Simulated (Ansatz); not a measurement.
Working through a phonon calculation by finite displacements of Al₂Cu, space group I4/mmm

Program: the Python package of Ansatz (0.2.0).

Notebook, run cell by cell (the value of a cell's last expression is shown):

```python
from pathlib import Path

import ansatz
import numpy as np
```

```python
lattice = ansatz.Lattice.of(
    (-2.030337, 2.030337, 2.851094),
    (2.030337, -2.030337, 2.851094),
    (2.030337, 2.030337, -2.851094),
)
sites = [
    ("Al", (0.75, 0.25, 0.5)),
    ("Al", (0.25, 0.75, 0.5)),
    ("Cu", (0.5, 0.5, 0.0)),
]
crystal = ansatz.Crystal(lattice=lattice)
for symbol, position in sites:
    crystal = crystal.atom(symbol, position)
```

```python
setup = (
    crystal.calculation()
    .occupations("methfessel_paxton")
    .functional("pbesol")
    .scf(tolerance=1e-08, max_iterations=60, self_checks="low")
    .basis(530)
    .accuracy("low")
    .kpoints(10, 10, 10)
    .phonons("fd", supercell=1)
)
result = setup.run(threads=1, pin="off", runs_dir="phonon_runs")
folder = Path(result.output_folder) / "results"
ph = result.phonons
```

```python
print("modes at Gamma (1/cm):", np.round(ph.gamma_omega_inv_cm, 1) + 0.0)
print(f"{ph.n_members} displaced supercells, sum-rule residual {ph.asr_residual_pre_ev_ang2:.1e} eV/A^2")
optical = np.sort(ph.gamma_omega_inv_cm)
print("imaginary modes at Gamma:", int((optical < -10).sum()), "- highest mode", round(float(optical[-1]), 1), "1/cm")
```

    modes at Gamma (1/cm): [  0.    0.    0.  265.4 265.7 265.7 295.5 295.5 307.2]
    4 displaced supercells, sum-rule residual 4.5e-04 eV/A^2
    imaginary modes at Gamma: 0 - highest mode 307.2 1/cm

What to keep in mind:
- These settings explore the input space; cutoff and mesh may be short of convergence.
- Spin is left out of this run.
- The cell isn't relaxed first, so the values belong to this volume.
- Within a few hundredths of an angstrom the cell has the higher group Fm-3m; the lower one is a small distortion.
- The structure comes from a database of computed cells and needn't be a stable or known phase.
- The structure is taken as given and the supercell is small; imaginary modes can come from an unrelaxed or unstable start. Phonons of metals also depend on mesh and smearing.
- The whole script took 75 s on 1 thread of Arm Neoverse V1, on a shared host, peak memory 0.71 GiB.
